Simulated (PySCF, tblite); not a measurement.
**CH5FGe: infrared bands, NMR shifts, spin-spin couplings, electronic excitations, core binding energies and K edges in gas and solvents**

Aim: compute the infrared bands, NMR shifts, spin-spin couplings, electronic excitations, core binding energies and K edges of CH5FGe (`[CH3][GeH2][F]`), and see what a dielectric continuum does where one was used.

The runs use tblite 0.8.0 and PySCF 2.14.0, with density-fitted response routines of our own; the level of theory stands in each step. All values are computed, except where a source is named. Atoms count from 0, in the outputs and in this text.

## (1) Starting geometry

8 atoms, charge 0, multiplicity 1; geometry from: force field or distance geometry start.

Bonds of the start (Å): C0–Ge1 1.96, Ge1–F2 1.75, C0–H3 1.10, C0–H4 1.11, C0–H5 1.11, Ge1–H6 1.54, Ge1–H7 1.56.

## (2) Geometry optimisation with GFN2-xTB

Job settings and geometry (Å):

```
{"job": {"kind": "relax", "xc": "GFN2-xTB", "basis": "xTB"}, "charge": 0, "multiplicity": 1}
C      1.038400     0.088200    -0.056600
Ge    -0.905700    -0.118700     0.021200
F     -1.621200     1.369200     0.593700
H      1.489900    -0.846600    -0.417700
H      1.418500     0.336700     0.960400
H      1.274200     0.910000    -0.763000
H     -1.443500    -0.465600    -1.382700
H     -1.241700    -1.263800     1.020100
```

On the command line:

```
OMP_NUM_THREADS=1 python probes_run.py task.json out
```

This one command runs all jobs of the session in turn.

Log:

```text
step      E/eV     max force
  0    -309.61786    1.043
  1    -309.66021    0.711
  2    -309.70129    0.487
  3    -309.71405    0.473
  4    -309.73562    0.374
  5    -309.74486    0.477
  6    -309.75573    0.344
  7    -309.76071    0.281
  8    -309.76574    0.201
  9    -309.76776    0.161
 10    -309.76915    0.140
 11    -309.77025    0.125
 12    -309.77136    0.130
 13    -309.77224    0.095
 14    -309.77271    0.063
 15    -309.77294    0.052
 16    -309.77320    0.079
 17    -309.77360    0.093
 18    -309.77407    0.079
 19    -309.77441    0.051
 20    -309.77462    0.042
 21    -309.77480    0.045
 22    -309.77500    0.045
 23    -309.77513    0.031
 24    -309.77517    0.011
 25    -309.77518    0.002
```

Wall time 0.05 s (1 thread of Arm Neoverse V2, shared host).

The steps of the relaxation:

```tsv
step	energy from step 0 (eV)	largest force (eV/Å)
0	0.0000	1.0425
1	-0.0423	0.7105
2	-0.0834	0.4865
3	-0.0962	0.4733
4	-0.1178	0.3736
5	-0.1270	0.4768
6	-0.1379	0.3438
7	-0.1429	0.2808
8	-0.1479	0.2015
9	-0.1499	0.1612
10	-0.1513	0.1403
11	-0.1524	0.1252
12	-0.1535	0.1299
13	-0.1544	0.0949
14	-0.1549	0.0633
15	-0.1551	0.0523
16	-0.1553	0.0792
17	-0.1557	0.0927
18	-0.1562	0.0792
19	-0.1565	0.0515
20	-0.1568	0.0415
21	-0.1569	0.0451
22	-0.1571	0.0452
23	-0.1573	0.0307
24	-0.1573	0.0114
25	-0.1573	0.0024
```

Close pairs (by a distance rule), those that changed most:

```tsv
bond	before (Å)	after (Å)	change (Å)
Ge1–H7	1.556	1.504	-0.052
Ge1–H6	1.543	1.504	-0.039
C0–H4	1.114	1.088	-0.026
C0–H5	1.109	1.088	-0.021
C0–H3	1.099	1.086	-0.013
C0–Ge1	1.957	1.963	+0.007
Ge1–F2	1.747	1.751	+0.003
```

The end geometry stands in the next job.

## (3) Infrared spectrum with GFN2-xTB

Job settings and geometry (Å):

```
{"job": {"kind": "ir", "xc": "GFN2-xTB", "basis": "xTB"}, "charge": 0, "multiplicity": 1}
C      1.066448     0.089163    -0.061552
Ge    -0.870445    -0.228055    -0.007772
F     -1.562486     1.278967     0.554137
H      1.604459    -0.789816    -0.403327
H      1.423205     0.353202     0.931601
H      1.284454     0.915277    -0.734795
H     -1.565704    -0.410157    -1.329131
H     -1.370874    -1.199168     1.026275
```

Log:

```text
mode    cm-1     km/mol
  1     103.2      0.72
  2     171.9      9.73
  3     408.7     46.80
  4     478.4    138.14
  5     577.6     31.16
  6     584.9     30.30
  7     659.4    121.22
  8     782.5    170.99
  9     801.4    116.99
 10     803.1    164.21
 11    1314.6      9.41
 12    1440.4      1.90
 13    1440.6      0.80
 14    1929.7    213.54
 15    1985.5    565.72
 16    3009.4     10.65
 17    3009.9     12.56
 18    3031.6     15.23
```

Run time: 0.07 s. Hardware: 1 thread of Arm Neoverse V2, shared host.

Which atoms move in the most intense modes:

```tsv
cm⁻¹	km/mol	atoms
409	46.8	H6 40 %, H7 40 %
478	138.1	F2 78 %, Ge1 20 %
659	121.2	H6 40 %, H7 40 %
782	171.0	H3 29 %, H6 17 %, H7 17 %, C0 12 %
801	117.0	H5 34 %, H4 33 %, C0 17 %
803	164.2	H6 38 %, H7 37 %, H3 13 %
1930	213.5	H7 50 %, H6 49 %
1986	565.7	H6 50 %, H7 49 %
```

## (4) Relaxing the molecule at PBE0-D3(BJ)/def2-SVP

Job settings and geometry (Å):

```
{"job": {"xc": "PBE0", "basis": "def2-SVP", "d3": "d3bj", "grid": 1, "shake": 0.01, "kind": "geom"}, "charge": 0, "multiplicity": 1}
C      1.086860     0.063610    -0.057370
Ge    -0.876120    -0.232580    -0.009930
F     -1.582690     1.276650     0.545480
H      1.637690    -0.787560    -0.406850
H      1.420390     0.346520     0.921050
H      1.280550     0.920100    -0.737180
H     -1.556130    -0.412160    -1.328890
H     -1.355420    -1.193720     1.021220
```

Log:

```text
step   0  E = -2217.21255818  max force = 0.028814
step   1  E = -2217.21492176  max force = 0.020571
step   2  E = -2217.21713574  max force = 0.003937
step   3  E = -2217.21728681  max force = 0.001340
step   4  E = -2217.21731754  max force = 0.000892
step   5  E = -2217.21732396  max force = 0.000378
optimisation converged
```

Run time: 11 s. Hardware: 1 thread of Arm Neoverse V2, shared host; peak memory 0.36 GiB.

The steps of the relaxation:

```tsv
step	energy from step 0 (eV)	largest force component (eV/Å)
0	0.0000	1.4817
1	-0.0643	1.0578
2	-0.1246	0.2024
3	-0.1287	0.0689
4	-0.1295	0.0459
5	-0.1297	0.0194
```

Distances of close pairs at the start and the end, largest changes first:

```tsv
bond	before (Å)	after (Å)	change (Å)
Ge1–H7	1.489	1.539	+0.050
C0–Ge1	1.986	1.936	-0.049
Ge1–H6	1.495	1.539	+0.044
C0–H3	1.072	1.100	+0.028
C0–H4	1.072	1.099	+0.028
C0–H5	1.111	1.099	-0.012
Ge1–F2	1.757	1.749	-0.007
```

The end geometry stands in the next job.

```tsv
at the end point	value
point group (found at 0.08 Å tolerance)	Cs
rotational constants (GHz, main isotopes)	13.335, 6.135, 4.573
dipole moment (D)	2.44
```

## (5) Shielding tensors: PBE0/pcSseg-1

Job settings and geometry (Å):

```
{"job": {"kind": "nmr", "xc": "PBE0", "basis": "pcSseg-1"}, "charge": 0, "multiplicity": 1}
C      1.030132    -0.197496    -0.008650
Ge    -0.887124     0.072628    -0.036670
F     -1.172726     1.719067     0.480520
H      1.273187    -1.229546    -0.302582
H      1.418906    -0.018306     1.003814
H      1.520361     0.495916    -0.706175
H     -1.490477    -0.036028    -1.448499
H     -1.634234    -0.821018     0.969526
```

With the program's defaults for keys left out, this is: GIAO PBE0/pcSseg-1 NMR shielding, non-relativistic, gas phase.

Log:

```text
coarse grid: 30256 points
cycle   1  E = -2217.2435611197  dE = -6.878e-01  |g| = 1.052e+00  |ddm| = 2.463e+00
cycle   2  E = -2217.0923892928  dE =  1.512e-01  |g| = 1.425e+00  |ddm| = 1.306e+00
cycle   3  E = -2217.3465911497  dE = -2.542e-01  |g| = 2.134e-01  |ddm| = 9.085e-01
cycle   4  E = -2217.3528085963  dE = -6.217e-03  |g| = 6.125e-02  |ddm| = 1.375e-01
cycle   5  E = -2217.3532887385  dE = -4.801e-04  |g| = 6.503e-03  |ddm| = 3.904e-02
cycle   6  E = -2217.3532985986  dE = -9.860e-06  |g| = 2.728e-03  |ddm| = 7.393e-03
final grid: 62712 points
cycle   7  E = -2217.3532294098  dE =  8.272e-07  |g| = 3.322e-03  |ddm| = 4.301e-03
cycle   8  E = -2217.3532279235  dE =  1.486e-06  |g| = 4.174e-03  |ddm| = 5.305e-03
cycle   9  E = -2217.3532318545  dE = -3.931e-06  |g| = 3.697e-04  |ddm| = 3.005e-03
cycle  10  E = -2217.3532318729  dE = -1.839e-08  |g| = 2.924e-05  |ddm| = 1.965e-04
cycle  11  E = -2217.3532318730  dE = -1.000e-10  |g| = 2.976e-06  |ddm| = 1.641e-05
converged SCF energy = -2217.3532318730

GIAO shielding tensors (ppm)
atom      isotropic    diamagn.    paramagn.     s11        s22        s33       span
  0 C      184.631     253.631     -69.000    170.437    190.623    192.833     22.396
  1 Ge    1284.732    2754.745   -1470.012   1111.539   1265.989   1476.669    365.131
  2 F      419.853     476.057     -56.204    385.819    427.653    446.088     60.270
  3 H       31.117      29.790       1.327     26.659     27.582     39.110     12.451
  4 H       30.401      29.866       0.534     25.818     27.681     37.704     11.886
  5 H       30.394      29.852       0.542     25.814     27.653     37.715     11.901
  6 H       25.833      27.622      -1.789     19.735     21.451     36.312     16.577
  7 H       25.836      27.631      -1.795     19.725     21.469     36.316     16.591
```

Wall time 4.5 s (1 thread of Arm Neoverse V2, shared host); peak memory 0.47 GiB.

Shifts follow as δ = σ(reference) − σ, with reference shieldings (ppm) from runs at the same level and on the same kind of geometry: 1H TMS 31.27, 13C TMS 184.4, 19F CFCl3 177.2, 73Ge GeMe4 1330. The references are single molecules in the gas phase, so shifts against H2O, NH3, PH3, H3PO4 or CFCl3 are not on the usual liquid scales and can be off by tens of ppm. Atoms listed in one row are averaged.

```tsv
atoms	environment	σ (ppm)	δ (ppm)
C0	methyl carbon bonded to Ge	184.6	-0.2
H6, H7	hydrogen on a germanium bonded to C, F	25.83	5.43
H3, H4, H5	hydrogen on a methyl carbon bonded to Ge	30.64	0.63
Ge1	germanium bonded to C, F, 2 H	1285	46
F2	fluorine bonded to Ge	419.9	-242.6
```

Charges from the same density, by scheme (e):

```tsv
atoms	Mulliken	IAO	Hirshfeld	ESP fit
C0	-0.59	-0.70	-0.20	-0.58
Ge1	0.70	0.97	0.45	0.75
F2	-0.51	-0.54	-0.27	-0.37
```

Mayer bond orders: C0–Ge1 0.99, Ge1–F2 0.79.

## (6) J couplings: B3LYP/pcSseg-1+pcJ-1

Same as in step 5 but for these lines:

```diff
@@ -1,2 +1,2 @@
-{"job": {"kind": "nmr", "xc": "PBE0", "basis": "pcSseg-1"}, "charge": 0, "multiplicity": 1}
+{"job": {"kind": "j", "xc": "B3LYP", "basis": "pcJ-1"}, "charge": 0, "multiplicity": 1}
 C      1.030132    -0.197496    -0.008650
```

With the program's defaults for keys left out, this is: B3LYP/pcJ-1 Ge:pcSseg-1 indirect spin-spin coupling, non-relativistic, gas phase.

Log:

```text
coarse grid: 30256 points
cycle   1  E = -2217.7115329878  dE = -6.778e-01  |g| = 1.138e+00  |ddm| = 2.278e+00
cycle   2  E = -2217.4799390507  dE =  2.316e-01  |g| = 1.666e+00  |ddm| = 1.506e+00
cycle   3  E = -2217.8297425993  dE = -3.498e-01  |g| = 2.755e-01  |ddm| = 1.097e+00
cycle   4  E = -2217.8397887924  dE = -1.005e-02  |g| = 7.466e-02  |ddm| = 1.749e-01
cycle   5  E = -2217.8404980169  dE = -7.092e-04  |g| = 1.165e-02  |ddm| = 4.940e-02
cycle   6  E = -2217.8405312734  dE = -3.326e-05  |g| = 3.962e-03  |ddm| = 1.155e-02
cycle   7  E = -2217.8405342635  dE = -2.990e-06  |g| = 4.446e-04  |ddm| = 2.851e-03
final grid: 62712 points
cycle   8  E = -2217.8404479045  dE = -3.769e-08  |g| = 5.070e-04  |ddm| = 1.064e-03
cycle   9  E = -2217.8404478869  dE =  1.753e-08  |g| = 6.799e-04  |ddm| = 7.936e-04
cycle  10  E = -2217.8404479389  dE = -5.197e-08  |g| = 7.412e-05  |ddm| = 3.914e-04
cycle  11  E = -2217.8404479399  dE = -9.927e-10  |g| = 2.044e-05  |ddm| = 6.000e-05
converged SCF energy = -2217.8404479399

Indirect spin-spin couplings (Hz)
  i      j    bonds     total        FC       PSO       DSO        SD
  0 C    2 F    2      7.569     6.484    -0.725    -0.412     2.222
  0 C    3 H    1    135.531   132.667     1.615     0.928     0.320
  0 C    4 H    1    139.040   136.282     1.492     0.942     0.324
  0 C    5 H    1    139.514   136.761     1.487     0.940     0.326
  0 C    6 H    2     14.398    15.072     0.066    -0.733    -0.006
  0 C    7 H    2     14.409    15.081     0.065    -0.731    -0.007
  2 F    3 H    3     19.015    21.639     0.360    -3.030     0.045
  2 F    4 H    3     -0.734    -0.883     0.769    -0.468    -0.154
  2 F    5 H    3     -1.073    -1.208     0.800    -0.540    -0.125
  2 F    6 H    2     37.004    39.113     1.823    -2.730    -1.201
  2 F    7 H    2     36.923    39.038     1.818    -2.732    -1.201
  3 H    4 H    2    -13.769   -15.029     2.961    -1.926     0.224
  3 H    5 H    2    -13.582   -14.835     2.979    -1.946     0.220
  3 H    6 H    3     -2.055    -1.283     0.480    -1.274     0.023
  3 H    7 H    3     -1.928    -1.215     0.437    -1.175     0.025
  4 H    5 H    2    -12.828   -14.093     2.940    -1.898     0.223
  4 H    6 H    3      8.668    11.112     1.706    -4.149     0.000
  4 H    7 H    3     -0.614     0.005     0.334    -0.989     0.035
  5 H    6 H    3     -0.382     0.198     0.306    -0.924     0.037
  5 H    7 H    3      8.864    11.300     1.707    -4.143    -0.000
  6 H    7 H    2     31.879    35.333     1.151    -4.665     0.060
```

Wall time 12 s (1 thread of Arm Neoverse V2, shared host); peak memory 0.72 GiB.

A choice of the couplings up to four bonds, sorted by the number of bonds, with means over like pairs; isotopes 13C, 19F, 1H:

```tsv
pair	bonds	J (Hz)	Fermi contact (Hz)
C0–H3	1	138.0	135.2
F2–H6	2	37.0	39.1
H6–H7	2	31.9	35.3
C0–H6	2	14.4	15.1
H3–H4	2	-13.4	-14.7
C0–F2	2	7.6	6.5
F2–H3	3	5.7	6.5
H3–H6	3	2.1	3.4
```

The response was solved for the nuclei of C, F, H alone, so couplings that need other nuclei can be missing.

Quadrupole couplings from the field gradients of the same density:

```tsv
atom	isotope	eQq/h (MHz)	η
Ge1	73Ge	-93.9	0.09
```

Joined with the shifts from before (PBE0/pcSseg-1, unscaled), the couplings predict the line list below for 500 MHz.

1H NMR δ 5.43 (dq, J = 37.0, 2.1 Hz, 2H), 0.63 (dt, J = 5.7, 2.1 Hz, 3H). The letters are first-order; like nuclei with unlike couplings give more lines.

## (7) Ultraviolet spectrum: CAM-B3LYP/def2-SVPD

Same as in step 6 but for these lines:

```diff
@@ -1,2 +1,2 @@
-{"job": {"kind": "j", "xc": "B3LYP", "basis": "pcJ-1"}, "charge": 0, "multiplicity": 1}
+{"job": {"kind": "uv", "xc": "CAM-B3LYP", "basis": "def2-SVPD", "ip": true, "dynamic": false}, "charge": 0, "multiplicity": 1}
 C      1.030132    -0.197496    -0.008650
```

Method: TDDFT CAM-B3LYP/def2-SVPD, vertical, gas phase, core orbitals frozen in the response.

Log:

```text
coarse grid: 30256 points
cycle   1  E = -2217.6313647516  dE = -6.573e-01  |g| = 6.897e-01  |ddm| = 2.980e+00
cycle   2  E = -2217.5694113171  dE =  6.195e-02  |g| = 9.727e-01  |ddm| = 1.191e+00
cycle   3  E = -2217.7074892202  dE = -1.381e-01  |g| = 8.444e-02  |ddm| = 6.401e-01
cycle   4  E = -2217.7085429352  dE = -1.054e-03  |g| = 2.542e-02  |ddm| = 9.756e-02
cycle   5  E = -2217.7086449200  dE = -1.020e-04  |g| = 2.330e-03  |ddm| = 2.412e-02
cycle   6  E = -2217.7086464246  dE = -1.505e-06  |g| = 3.667e-04  |ddm| = 5.453e-03
final grid: 62712 points
cycle   7  E = -2217.7085795940  dE = -6.288e-08  |g| = 2.518e-04  |ddm| = 1.523e-03
cycle   8  E = -2217.7085795948  dE = -7.049e-10  |g| = 2.836e-04  |ddm| = 4.841e-04
cycle   9  E = -2217.7085796070  dE = -1.223e-08  |g| = 3.682e-05  |ddm| = 2.150e-04
cycle  10  E = -2217.7085796073  dE = -2.642e-10  |g| = 1.352e-05  |ddm| = 4.817e-05
converged SCF energy = -2217.7085796073

Static polarisability (au): isotropic 43.635, principal 40.111 42.005 48.788

Singlet excitations
state   eV       nm        f      main configurations
  1   7.8848    157.2   0.00590   H->L 0.71, H->L+1 0.23
  2   8.0091    154.8   0.00057   H-1->L 0.73, H-1->L+1 0.21
  3   8.5296    145.4   0.04044   H->L+1 0.71, H->L 0.26
  4   8.8179    140.6   0.09728   H-1->L+1 0.73, H-1->L 0.19
  5   9.1360    135.7   0.07232   H-1->L+2 0.85
  6   9.1582    135.4   0.37787   H->L+2 0.88
  7   9.7258    127.5   0.00502   H->L+3 0.74
  8   9.9150    125.0   0.01866   H->L+4 0.44, H-1->L+3 0.23, H-3->L 0.12
  9  10.2364    121.1   0.01771   H-2->L 0.19, H-4->L 0.19, H->L+3 0.16
 10  10.2460    121.0   0.01409   H-3->L 0.33, H-3->L+1 0.27, H->L+4 0.15

Triplet excitations (Tamm-Dancoff, eV): 7.5092 7.5161 8.0184 8.1467
Vertical ionisation energy (delta-SCF) = 11.5938 eV
```

Run time: 18 s. Hardware: 1 thread of Arm Neoverse V2, shared host; peak memory 0.56 GiB.

Frontier orbitals and where they lie:

```tsv
orbital	eV	atoms
HOMO−3	-12.85	F2 54 %, C0 21 %, H5 9 %
HOMO−2	-12.79	F2 38 %, C0 27 %, H3 13 %
HOMO−1	-10.79	Ge1 33 %, H7 21 %, H6 21 %
HOMO	-10.54	C0 35 %, Ge1 25 %, F2 15 %
LUMO	1.05	Ge1 35 %, C0 16 %, H6 12 %
LUMO+1	1.07	Ge1 52 %, C0 14 %, H6 7 %
LUMO+2	1.56	Ge1 28 %, C0 16 %, H7 15 %
```

With each of the 10 states as a Gaussian band of 0.4 eV half-width at 1/e, the curve within the window shown has maxima at 137 nm (ε 20,000) L/(mol cm). Beyond the last state computed it falls off for lack of states. The curve at chosen wavelengths:

```csv
nm,ε (L/mol/cm)
118,785
120,1385
122,1800
124,1936
126,2204
128,3546
130,6955
133,15144
135,19472
137,20425
139,18047
141,13977
143,9892
145,6623
147,4278
149,2681
151,1640
153,1004
155,643
158,380
160,285
162,210
164,147
166,96
168,58
170,32
```

Further results of this job:

```tsv
property	computed
dipole moment (D)	2.63
polarisability (Å³)	6.47
HOMO–LUMO gap (eV)	11.59
−ε(HOMO) (eV)	10.54
```

## (8) NMR shieldings: WP04/pcSseg-2

Same as in step 7 but for these lines:

```diff
@@ -1,2 +1,2 @@
-{"job": {"kind": "uv", "xc": "CAM-B3LYP", "basis": "def2-SVPD", "ip": true, "dynamic": false}, "charge": 0, "multiplicity": 1}
+{"job": {"kind": "nmr", "xc": "WP04", "basis": "pcSseg-2", "pop": false}, "charge": 0, "multiplicity": 1}
 C      1.030132    -0.197496    -0.008650
```

Method: GIAO WP04/pcSseg-2 NMR shielding, non-relativistic, gas phase.

Log:

```text
coarse grid: 30256 points
cycle   1  E = -2231.9866284036  dE = -6.398e-01  |g| = 1.092e+00  |ddm| = 1.811e+00
cycle   2  E = -2231.4211067573  dE =  5.655e-01  |g| = 2.119e+00  |ddm| = 1.473e+00
cycle   3  E = -2232.1520288047  dE = -7.309e-01  |g| = 2.419e-01  |ddm| = 1.158e+00
cycle   4  E = -2232.1593952481  dE = -7.366e-03  |g| = 1.440e-01  |ddm| = 1.988e-01
cycle   5  E = -2232.1643450178  dE = -4.950e-03  |g| = 1.604e-02  |ddm| = 8.617e-02
cycle   6  E = -2232.1643753050  dE = -3.029e-05  |g| = 6.599e-03  |ddm| = 8.128e-03
cycle   7  E = -2232.1643792156  dE = -3.911e-06  |g| = 1.336e-03  |ddm| = 2.146e-03
final grid: 62712 points
cycle   8  E = -2232.1644074326  dE = -2.850e-08  |g| = 2.023e-03  |ddm| = 2.101e-03
cycle   9  E = -2232.1644067726  dE =  6.601e-07  |g| = 3.195e-03  |ddm| = 1.854e-03
cycle  10  E = -2232.1644078765  dE = -1.104e-06  |g| = 2.822e-04  |ddm| = 1.108e-03
cycle  11  E = -2232.1644078889  dE = -1.240e-08  |g| = 3.930e-05  |ddm| = 1.362e-04
cycle  12  E = -2232.1644078891  dE = -2.615e-10  |g| = 3.623e-06  |ddm| = 2.321e-05
converged SCF energy = -2232.1644078891

GIAO shielding tensors (ppm)
atom      isotropic    diamagn.    paramagn.     s11        s22        s33       span
  0 C      170.787     242.433     -71.646    157.773    176.051    178.536     20.763
  1 Ge    1274.791    2760.120   -1485.329   1122.885   1274.872   1426.617    303.732
  2 F      413.964     473.360     -59.395    400.370    411.028    430.495     30.125
  3 H       31.404      29.503       1.901     27.416     28.149     38.645     11.229
  4 H       30.803      29.515       1.288     26.676     28.436     37.297     10.621
  5 H       30.796      29.503       1.293     26.665     28.414     37.309     10.644
  6 H       26.704      28.866      -2.162     20.858     22.423     36.829     15.971
  7 H       26.707      28.877      -2.169     20.852     22.438     36.833     15.981
```

Run time: 11 s. Hardware: 1 thread of Arm Neoverse V2, shared host; peak memory 0.82 GiB.

In short: δ C0 1.3, Ge1 7, F2 -236.6, H6 4.91, H3 0.61 ppm (means over like atoms).

## (9) Core holes by ΔSCF: SCAN, X2C

Same as in step 8 but for these lines:

```diff
@@ -1,2 +1,2 @@
-{"job": {"kind": "nmr", "xc": "WP04", "basis": "pcSseg-2", "pop": false}, "charge": 0, "multiplicity": 1}
+{"job": {"kind": "xps"}, "charge": 0, "multiplicity": 1}
 C      1.030132    -0.197496    -0.008650
```

Method: delta-SCF UKS SCAN, pcX-2 on the ionised atom, pcseg-1 elsewhere, spin-free X2C.

Log:

```text
ground state, core basis on atom 0 (C), 111 functions
  cycle   1  E = -2234.91372516  |g| = 6.38e-01
  cycle   2  E = -2234.69411755  |g| = 1.28e+00
  cycle   3  E = -2234.98835182  |g| = 1.59e-01
  cycle   4  E = -2234.99334923  |g| = 4.91e-02
  cycle   5  E = -2234.99391056  |g| = 8.67e-03
  cycle   6  E = -2234.99393696  |g| = 2.27e-03
  cycle   7  E = -2234.99393898  |g| = 5.26e-04
  cycle   8  E = -2234.99393988  |g| = 6.63e-05
  E(ground) = -2235.12032534 Eh
hole in C 1s of atom 0
  cycle   1  E = -2223.73974994  |g| = 1.50e+00
  cycle   2  E = -2223.15294785  |g| = 1.75e+00
  cycle   3  E = -2224.25975764  |g| = 3.55e-01
  cycle   4  E = -2224.27663486  |g| = 3.03e-01
  cycle   5  E = -2224.30673546  |g| = 4.98e-02
  cycle   6  E = -2224.30757419  |g| = 5.92e-03
  cycle   7  E = -2224.30759547  |g| = 2.86e-03
  cycle   8  E = -2224.30760061  |g| = 9.15e-04
  cycle   9  E = -2224.30760162  |g| = 3.97e-04
  E(ion) = -2224.43348985 Eh   <S^2> = 0.7677   hole on atom = 1.000   binding energy = 290.804 eV
ground state, core basis on atom 2 (F), 111 functions
  cycle   1  E = -2235.03705756  |g| = 1.21e-01
  cycle   2  E = -2235.03636359  |g| = 8.47e-02
  cycle   3  E = -2235.03653745  |g| = 7.69e-02
  cycle   4  E = -2235.03733752  |g| = 4.80e-03
  cycle   5  E = -2235.03734783  |g| = 9.72e-04
  cycle   6  E = -2235.03734892  |g| = 1.98e-04
  E(ground) = -2235.16618927 Eh
hole in F 1s of atom 2
  cycle   1  E = -2208.72942888  |g| = 2.59e+00
  cycle   2  E = -2208.72500160  |g| = 2.11e+00
  cycle   3  E = -2209.61238550  |g| = 2.63e-01
  cycle   4  E = -2209.62390842  |g| = 1.26e-01
  cycle   5  E = -2209.63282966  |g| = 3.06e-02
  cycle   6  E = -2209.63333081  |g| = 8.73e-03
  cycle   7  E = -2209.63338086  |g| = 1.72e-03
  cycle   8  E = -2209.63337900  |g| = 6.22e-04
  cycle   9  E = -2209.63337866  |g| = 1.58e-04
  E(ion) = -2209.76964617 Eh   <S^2> = 0.7569   hole on atom = 1.000   binding energy = 691.075 eV
```

Wall time 4.6 s (1 thread of Arm Neoverse V2, shared host); peak memory 0.35 GiB.

Binding energies by hole, beside the orbital energy of the ground state; the difference holds orbital relaxation and, for a density functional, its self-interaction error:

```tsv
hole	stands for	environment	ΔSCF (eV)	−ε (eV)	⟨S²⟩
C1s on C0	C0	methyl carbon bonded to Ge	290.80	273.9	0.768
F1s on F2	F2	fluorine bonded to Ge	691.08	665.4	0.757
```

(Part 1 of 2 ends here.)
